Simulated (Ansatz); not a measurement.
# MgI2: how the settings move a single-point run

Aim: see which settings change the result for MgI2, by how much, and at what cost.

Program: Ansatz 0.2.0. Level of theory: reference: DFT, HSE06, plane waves, PAW. These are calculated values, not measurements.

1 further run of the same task is left out (it didn't finish). Runs told in other sessions of the task aren't counted.

## Step 1: The starting structure

It takes space group P-3m1 (No. 164, trigonal). Conventional cell: a = 4.157 Å, b = 4.157 Å, c = 6.873 Å, α = 90.00°, β = 90.00°, γ = 120.00°. Around Mg (site symmetry -3m) lie 6 I at 2.92 Å. I (site symmetry 3m) has 3 Mg at 2.92 Å in its first shell of neighbours.

Coordinates:

```xyz
3
Lattice="4.1572 0.0000 0.0000 -2.0786 3.6003 0.0000 0.0000 0.0000 6.8733" Properties=species:S:1:pos:R:3 pbc="T T T"
Mg    0.0000    0.0000    0.0000
I     0.0000    2.4002    1.6676
I     2.0786    1.2001    5.2057
```

## Step 2: Reference

File input.yaml:

```yaml
crystal:
  lattice:
    - [4.1572130612, 0.0, 0.0]
    - [-2.0786065306, 3.6002521199, 0.0]
    - [0.0, 0.0, 6.8733253065]
  atoms:
    - { symbol: Mg, position: [0.0, 0.0, 0.0] }
    - { symbol: I, position: [0.3333333333, 0.6666666667, 0.24262209] }
    - { symbol: I, position: [0.6666666667, 0.3333333333, 0.75737791] }
kpoints:
  mp_grid: { grid: [6, 6, 2] }
hamiltonian:
  xc: hse06
scf:
  occupations: { method: fixed }
  n_extra_bands: 4
output:
  forces: true
  stress: true
  eigenvalues: true
```

Started as:

```bash
> ansatz run input.yaml --threads 4 --pin off --max-ram 3686MiB --backend cpu --events-out ev --progress --plain --runs-dir out
```

## Step 3: Variant: xc wpbeh

Edit input.yaml of step 2 so:

```diff
@@ -12,3 +12,3 @@
 hamiltonian:
-  xc: hse06
+  xc: wpbeh
 scf:
```

## Step 4: Variant: xc pbe0

Edit input.yaml of step 2 so:

```diff
@@ -12,3 +12,3 @@
 hamiltonian:
-  xc: hse06
+  xc: pbe0
 scf:
```

## Step 5: Variant: exchange pbe, correlation pbe, coeff 0.1, omega 0.2078

Edit input.yaml of step 2 so:

```diff
@@ -12,3 +12,6 @@
 hamiltonian:
-  xc: hse06
+  xc:
+    exchange: pbe
+    correlation: pbe
+    exx: { coeff: 0.1, omega: 0.2078 }
 scf:
```

## Step 6: Changed: exchange pbe, correlation pbe, coeff 0.75, omega 0.2078

Edit input.yaml of step 2 so:

```diff
@@ -12,3 +12,6 @@
 hamiltonian:
-  xc: hse06
+  xc:
+    exchange: pbe
+    correlation: pbe
+    exx: { coeff: 0.75, omega: 0.2078 }
 scf:
```

Before running it: what results should come out? Wanted: for each run, ending; energy change; pressure; gap; force.

**Answer**, as computed:

```tsv
run	ending	energy change	pressure (GPa)	gap (eV)	force (eV/Å)	cycles	time
reference	converged	-	0.4	4.50	0.11	15	32 s
1: xc wpbeh	converged	not comparable	0.7	4.48	0.04	15	32 s
2: xc pbe0	converged	not comparable	0.4	5.22	0.10	16	31 s
3: exchange pbe, correlation pbe, coeff 0.1, omega 0.2078	converged	not comparable	0.8	3.92	0.04	11	26 s
4: exchange pbe, correlation pbe, coeff 0.75, omega 0.2078	converged	not comparable	-0.9	6.55	0.31	23	42 s
```

Residual by cycle in the longest SCF loop of each run; runs are numbered as in the table. The quantity is the density residual dr2, in eV.

```tsv
cycle	reference	run 1	run 2	run 3	run 4
1	0.00934	0.00797	0.00862	0.00223	0.0463
2	0.00295	0.00233	0.00246	8.8e-4	0.0264
3	8.6e-4	0.001	0.0012	8.9e-5	0.00528
4	1.4e-4	1.1e-4	1.4e-4	1.5e-5	0.00179
5	1.5e-5	1.3e-5	2.4e-5	1.9e-6	1.5e-4
6	5.1e-6	7.7e-6	8.7e-6	1.3e-7	1.9e-4
7	2.5e-7	2.1e-7	5.5e-7	-	7.7e-6
```

What this shows: The gap of the reference lacks spin-orbit coupling, though the cell holds I.
